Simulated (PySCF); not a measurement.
# C6H7SSi: the cost of one run

The runs use PySCF 2.14.0; levels as typed in each script, gas phase, geometry from GFN2-xTB.

## Step 1: The starting structure

SMILES `[c]1ccc([SiH]2CC2)s1`, 15 atoms, charge 0, spin multiplicity 2.

Bond lengths: C1–C2 1.351 Å, C1–S8 1.693 Å, C2–C3 1.416 Å, C2–H9 1.074 Å, C3–C4 1.370 Å, C3–H10 1.077 Å, C4–Si5 1.847 Å, C4–S8 1.758 Å, Si5–C6 1.899 Å, Si5–C7 1.898 Å, Si5–H11 1.454 Å, C6–C7 1.521 Å, C6–H12 1.079 Å, C6–H13 1.079 Å, C7–H14 1.080 Å, C7–H15 1.081 Å. Angles: C2–C1–S8 114.4°, C1–C2–C3 111.1°, C1–C2–H9 124.8°, C3–C2–H9 124.1°, C2–C3–C4 113.8°, C2–C3–H10 123.3°, C4–C3–H10 123.0°, C3–C4–Si5 130.7°, C3–C4–S8 110.0°, Si5–C4–S8 119.3°, C4–Si5–C6 117.1°, C4–Si5–C7 120.5°, C4–Si5–H11 117.5°, C6–Si5–C7 47.2°, C6–Si5–H11 119.1°, C7–Si5–H11 116.8°, Si5–C6–C7 66.3°, Si5–C6–H12 118.3° and more.

As a file:

```xyz
15
charge 0, multiplicity 2
C    -2.7504    0.0379   -0.2663
C    -2.3003    1.2999   -0.0919
C    -0.9050    1.3142    0.1487
C    -0.3414    0.0669    0.2033
Si    1.4123   -0.4511    0.4604
C     2.7551    0.8549    0.1468
C     2.6950   -0.2268   -0.9202
S    -1.5708   -1.1604   -0.0667
H    -2.9089    2.1828   -0.1577
H    -0.3373    2.2199    0.2789
H     1.6654   -1.5075    1.4263
H     3.6275    0.8539    0.7819
H     2.4783    1.8521   -0.1593
H     3.5423   -0.8948   -0.9687
H     2.3756    0.0931   -1.9017
```

## Step 2: Removing and adding an electron (PBE/6-31g*)

Contents of input.py:

```python
import numpy as np
from pyscf import gto, scf, dft
from pyscf.scf import atom_ks, atom_hf
from scipy.linalg import block_diag

def solve(mol, dm0=None, hcore=None):
    mf = (dft.UKS if mol.spin else dft.RKS)(mol, xc='pbe')
    mf.grids.level = 3
    mf = mf.density_fit(auxbasis='def2-universal-jkfit')
    mf.conv_tol, mf.max_cycle = 1e-8, 80
    if hcore is not None:
        mf.get_hcore = lambda *args: hcore
    mf.kernel(dm0)
    if not mf.converged:
        mf = mf.newton().run(mf.mo_coeff, mf.mo_occ, max_cycle=30)
    assert mf.converged, 'SCF not converged'
    return mf

mol = gto.M(atom='''
C     -2.75036     0.03791    -0.26635
C     -2.30026     1.29995    -0.09190
C     -0.90495     1.31417     0.14865
C     -0.34142     0.06686     0.20333
Si     1.41226    -0.45110     0.46042
C      2.75507     0.85493     0.14684
C      2.69503    -0.22684    -0.92020
S     -1.57082    -1.16037    -0.06672
H     -2.90893     2.18280    -0.15772
H     -0.33729     2.21987     0.27886
H      1.66536    -1.50748     1.42627
H      3.62749     0.85388     0.78185
H      2.47833     1.85210    -0.15932
H      3.54227    -0.89479    -0.96873
H      2.37557     0.09311    -1.90172
''', basis='6-31g*', charge=0, spin=1, verbose=4)
mf = solve(mol)
out = dict(e0=mf.e_tot, dm0=mf.make_rdm1(), c=mf.mo_coeff, occ=mf.mo_occ, eps=mf.mo_energy)
for name, dq, spin in [('cation', 1, 0), ('anion', -1, 0)]:
    ion = mol.copy().set(charge=mol.charge + dq, spin=spin).build()
    mi = solve(ion)
    if spin and dq > 0 and mol.nao < 130:
        c, _, stable, _ = mi.stability(return_status=True)
        if not stable:
            mi = solve(ion, mi.make_rdm1(c, mi.mo_occ))
    print(name, 'vertical energy change / eV', (mi.e_tot - mf.e_tot) * 27.211386)
    out.update({'e_' + name: mi.e_tot, 'dm_' + name: mi.make_rdm1(), 's2_' + name: mi.spin_square()[0], 'eps_' + name: mi.mo_energy, 'occ_' + name: mi.mo_occ})
# spherically averaged free atoms, for the promolecule
atm = atom_ks.get_atm_nrks(mol, xc='pbe')
pro = block_diag(*[(atm[a[0]][2] * atm[a[0]][3]) @ atm[a[0]][2].T for a in mol._atom])
np.savez('result.npz', pro=pro, **out)
```

The run is started by

```
$ OMP_NUM_THREADS=1 python input.py
```

Q: Estimate wall time and peak memory on 1 thread of Intel Xeon at 2.50GHz (Skylake/Cascade Lake), shared host.

About 4.6 min, with a peak of 0.58 GiB.
